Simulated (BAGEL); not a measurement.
**SiHF3 (SMILES F[SiH](F)F): HF/3-21G (DC, density fitting with qzvpp-jkfit)**

What is the energy change on altering one bond length of SiHF3 at HF/3-21G (DC, density fitting with qzvpp-jkfit)? 

The calculation is run with BAGEL 1.2.2.

6 further runs of the same task are left out: 1 that didn't finish, 5 set aside as unsound or not needed.

**1. The system as given**

SiHF3 has 5 atoms, charge 0, and is taken as a singlet. As SMILES, `F[SiH](F)F`. The coordinates come from a PBE0-D4/def2-TZVP relaxation.

Bond lengths: F1–Si2 1.573 Å, Si2–F3 1.573 Å, Si2–F4 1.573 Å, Si2–H5 1.461 Å. Angles: F1–Si2–F3 108.3°, F1–Si2–F4 108.3°, F3–Si2–F4 108.3°, F1–Si2–H5 110.7°, F3–Si2–H5 110.7°, F4–Si2–H5 110.7°.

**2. Energy and forces at HF/3-21G (DC, density fitting with qzvpp-jkfit)**

input.json

```json
{ "bagel": [

{
  "title": "molecule",
  "basis": "3-21g",
  "df_basis": "qzvpp-jkfit",
  "angstrom": "true",
  "finite_nucleus": "true",
  "geometry": [
    { "atom": "F", "xyz": [   -0.447100,   -0.082200,    1.491300 ] },
    { "atom": "Si", "xyz": [    0.040700,    0.001700,   -0.001800 ] },
    { "atom": "F", "xyz": [   -0.597100,    1.281400,   -0.657200 ] },
    { "atom": "F", "xyz": [   -0.495900,   -1.263300,   -0.767200 ] },
    { "atom": "H", "xyz": [    1.499400,    0.062400,   -0.065100 ] }
  ]
},
{ "title": "hf" },
{
  "title": "force",
  "method": [
    { "title": "dhf", "gaunt": "false", "breit": "false" }
  ]
}

]}
```

Command:

```console
$ BAGEL_NUM_THREADS=1 BAGEL input.json > input.out
```

The log of the run:

```text
* using 1 threads per process

  ===============================================================
  ===============================================================

  *** Geometry ***

  { "atom" : "F", "xyz" : [     -0.844897,     -0.155335,      2.818149 ] },
  { "atom" : "Si", "xyz" : [      0.076912,      0.003213,     -0.003402 ] },
  { "atom" : "F", "xyz" : [     -1.128355,      2.421495,     -1.241928 ] },
  { "atom" : "F", "xyz" : [     -0.937115,     -2.387291,     -1.449798 ] },
  { "atom" : "H", "xyz" : [      2.833455,      0.117919,     -0.123021 ] },

  Number of auxiliary basis functions:      377

  Since a DF basis is specified, we compute 2- and 3-index integrals:
    o Being stored without compression. Storage requirement is 0.005 GB

  Number of basis functions:       42
  Number of electrons      :       42

    * METHOD: MOLECULE                             0.09

  *** RHF ***

  === Nuclear Repulsion ===
   188.4078504027

      * DIIS with orbital gradients will be used.

  === RHF iteration (3-21g) ===
      0       -584.68401459          0.03627884           0.02
      1       -584.82531845          0.02008236           0.02
      2       -584.87246575          0.00096072           0.02
      3       -584.87277813          0.00016376           0.02
      4       -584.87278889          0.00003235           0.02
      5       -584.87278929          0.00000464           0.02
      6       -584.87278930          0.00000051           0.02
      7       -584.87278930          0.00000015           0.02
      8       -584.87278930          0.00000006           0.02
      9       -584.87278930          0.00000001           0.02
     10       -584.87278930          0.00000000           0.02
    * SCF iteration converged.

    * Permanent dipole moment:
           (   -0.769661,    -0.032060,     0.033595) a.u.

    * METHOD: HF                                   0.26

  The gradients will be computed analytically.
  *** Geometry (Relativistic) ***

  *** Dirac HF ***

  === Nuclear Repulsion ===
   188.4078504027

      * DIIS with orbital gradients will be used.

  === Dirac RHF iteration (3-21g, RKB) ===
      0       -585.66936690          0.00028931           1.55
imaginary part of energy is nonzero!! Perhaps Fock is not Hermite for some reasons -1.562590769e-12
      1       -585.66935731          0.00001405           1.57
      2       -585.66935812          0.00000680           1.47
imaginary part of energy is nonzero!! Perhaps Fock is not Hermite for some reasons 2.561968758e-12
      3       -585.66935833          0.00000169           1.51
imaginary part of energy is nonzero!! Perhaps Fock is not Hermite for some reasons 7.638136434e-12
      4       -585.66935836          0.00000023           1.48
imaginary part of energy is nonzero!! Perhaps Fock is not Hermite for some reasons 5.642250556e-12
      5       -585.66935836          0.00000003           1.49
imaginary part of energy is nonzero!! Perhaps Fock is not Hermite for some reasons -3.210274711e-12
      6       -585.66935836          0.00000001           1.48
    * SCF iteration converged.

    * Permanent dipole moment: Dirac Hartree-Fock
           (   -0.771002,    -0.032116,     0.033653) a.u.

  * Nuclear energy gradient

    o Atom   0
        x          0.0113039404
        y          0.0014546647
        z         -0.0232442665
    o Atom   1
        x         -0.0432103788
        y         -0.0017851952
        z          0.0017831478
    o Atom   2
        x          0.0136636080
        y         -0.0197239681
        z          0.0100129788
    o Atom   3
        x          0.0120977227
        y          0.0198011946
        z          0.0117142868
    o Atom   4
        x          0.0061451078
        y          0.0002533041
        z         -0.0002661468
  * Gradient computed with                              3.57

    * METHOD: FORCE                               16.06

  ===============================================================
```

It took 17 s on 1 thread of Arm Neoverse V1, shared host; peak memory 0.71 GiB.

**3. The distorted shape at the same level**

calc.json

```json
{ "bagel": [

{
  "title": "molecule",
  "basis": "3-21g",
  "df_basis": "qzvpp-jkfit",
  "angstrom": true,
  "finite_nucleus": true,
  "geometry": [
    { "atom": "F", "xyz": [   -0.398319,   -0.073810,    1.341988 ] },
    { "atom": "Si", "xyz": [    0.040700,    0.001700,   -0.001800 ] },
    { "atom": "F", "xyz": [   -0.597100,    1.281400,   -0.657200 ] },
    { "atom": "F", "xyz": [   -0.495900,   -1.263300,   -0.767200 ] },
    { "atom": "H", "xyz": [    1.499400,    0.062400,   -0.065100 ] }
  ]
},
{
  "title": "hf",
  "charge": 0
},
{
  "title": "force",
  "method": [
    {
      "title": "dhf",
      "charge": 0,
      "gaunt": false,
      "breit": false
    }
  ]
}

]}
```

Command:

```console
$ BAGEL_NUM_THREADS=1 BAGEL calc.json > calc.out
```

The log of the run:

```text
* using 1 threads per process

  ===============================================================
  ===============================================================

  *** Geometry ***

  { "atom" : "F", "xyz" : [     -0.752714,     -0.139481,      2.535990 ] },
  { "atom" : "Si", "xyz" : [      0.076912,      0.003213,     -0.003402 ] },
  { "atom" : "F", "xyz" : [     -1.128355,      2.421495,     -1.241928 ] },
  { "atom" : "F", "xyz" : [     -0.937115,     -2.387291,     -1.449798 ] },
  { "atom" : "H", "xyz" : [      2.833455,      0.117919,     -0.123021 ] },

  Number of auxiliary basis functions:      377

  Since a DF basis is specified, we compute 2- and 3-index integrals:
    o Being stored without compression. Storage requirement is 0.005 GB

  Number of basis functions:       42
  Number of electrons      :       42

    * METHOD: MOLECULE                             0.09

  *** RHF ***

  === Nuclear Repulsion ===
   194.9670290936

      * DIIS with orbital gradients will be used.

  === RHF iteration (3-21g) ===
      0       -584.65638422          0.03521479           0.02
      1       -584.79099695          0.01908143           0.02
      2       -584.83312647          0.00089716           0.02
      3       -584.83337131          0.00023169           0.02
      4       -584.83338218          0.00008266           0.02
      5       -584.83338390          0.00001442           0.02
      6       -584.83338398          0.00000205           0.02
      7       -584.83338398          0.00000024           0.02
      8       -584.83338398          0.00000008           0.02
      9       -584.83338398          0.00000003           0.02
     10       -584.83338398          0.00000001           0.02
    * SCF iteration converged.

    * Permanent dipole moment:
           (   -0.696841,    -0.021933,    -0.133791) a.u.

    * METHOD: HF                                   0.26

  The gradients will be computed analytically.
  *** Geometry (Relativistic) ***

  *** Dirac HF ***

  === Nuclear Repulsion ===
   194.9670290936

      * DIIS with orbital gradients will be used.

  === Dirac RHF iteration (3-21g, RKB) ===
imaginary part of energy is nonzero!! Perhaps Fock is not Hermite for some reasons 1.80181163e-12
      0       -585.63029901          0.00028930           1.56
      1       -585.63028930          0.00001367           1.57
      2       -585.63029006          0.00000643           1.50
      3       -585.63029024          0.00000154           1.47
      4       -585.63029027          0.00000022           1.50
imaginary part of energy is nonzero!! Perhaps Fock is not Hermite for some reasons -1.099065392e-12
      5       -585.63029027          0.00000009           1.48
      6       -585.63029027          0.00000001           1.50
      7       -585.63029027          0.00000000           1.45
    * SCF iteration converged.

    * Permanent dipole moment: Dirac Hartree-Fock
           (   -0.698245,    -0.022000,    -0.133520) a.u.

  * Nuclear energy gradient

    o Atom   0
        x          0.0853471530
        y          0.0143572491
        z         -0.2537441588
    o Atom   1
        x         -0.1143415922
        y         -0.0141342399
        z          0.2221619982
    o Atom   2
        x          0.0126732788
        y         -0.0199870523
        z          0.0138095456
    o Atom   3
        x          0.0111026967
        y          0.0196566402
        z          0.0155152827
    o Atom   4
        x          0.0052184638
        y          0.0001074029
        z          0.0022573323
  * Gradient computed with                              3.58

    * METHOD: FORCE                               17.61

  ===============================================================
```

Wall time 18 s (1 thread of Arm Neoverse V1, shared host); peak memory 0.71 GiB.

**4. Outcome**

Level: HF/3-21G (DC, density fitting with qzvpp-jkfit).

| quantity | value |
| --- | --- |
| first shape: total energy | -585.66936 Eh |
| first shape: dipole moment | 1.96 D |
| first shape: largest force on an atom | 2.226 eV/Å |
| distorted shape: total energy | -585.63029 Eh |
| distorted shape: dipole moment | 1.81 D |
| distorted shape: largest force on an atom | 13.786 eV/Å |
| energy change with the F1–Si2 bond shortened from 1.573 to 1.416 Å | 1.063 eV |

In words: With the F1–Si2 bond shortened from 1.573 to 1.416 Å the energy rises by 1.06 eV (103 kJ/mol). The first shape isn't relaxed at this level, so the change isn't measured from a minimum. The largest force (first shape) is 2.23 eV/Å: the shape isn't a stationary point for this species at this level.
